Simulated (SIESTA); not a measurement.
MnO:

```
Mn O
1.0
     0.00000    2.22200    2.22200
     2.22200    0.00000    2.22200
     2.22200    2.22200    0.00000
Mn O
1 1
Cartesian
  0.0000 0.0000 0.0000
  2.2220 2.2220 2.2220
```

- Program: SIESTA 5.4.2
- Task: single point
- Functional: PBE
- Potentials or basis: PseudoDojo 0.4 standard (PBE files)
- Basis: DZP (energy shift 0.003 Ry; two zetas on semicore shells)
- Grid cutoff: 800 Ry
- Energy shift: 0.003 Ry
- k mesh: 10 × 10 × 10
- Occupations: fermi-dirac, width 0.05 eV
- Spin: collinear spin, ferromagnetic start
- Starting moments: [4.0, 0.0] μB

On this cell: pressure 1.8 GPa; largest force zero by symmetry; net moment 4.82 μB per cell; site moments Mn +4.65; O +0.18 μB; band gap on the k mesh none (metal or under the smearing width).

The same run follows on a disturbed copy (atoms moved at random, drawn with an rms of 0.05 Å):

```xyz
2
Lattice="0.0000 2.2220 2.2220 2.2220 0.0000 2.2220 2.2220 2.2220 0.0000" Properties=species:S:1:pos:R:3 pbc="T T T"
Mn    0.0226    0.0235    0.0231
O     2.2189    2.2350    2.2323
```

Question: What does the disturbed cell give?

Answer: The energy (extrapolated to zero smearing) moves by +0.9 meV/atom; pressure 1.8 GPa; largest force 0.124 eV/Å; net moment 4.83 μB per cell; site moments Mn +4.65; O +0.18 μB; band gap on the k mesh none (metal or under the smearing width).

Forces on the atoms (eV/Å):
```
Mn  -0.105 -0.041 -0.051
O    0.105  0.041  0.050
```

Caveats: short orbitals over semicore shells can move pressures by several GPa; the basis of atomic orbitals isn't converged, which shifts pressures, moduli and gaps; a cell with one magnetic atom can't hold antiferromagnetic order, which such compounds often take; semilocal functionals often make such compounds metallic where correlation or magnetic order opens a gap, which also shifts bond lengths.
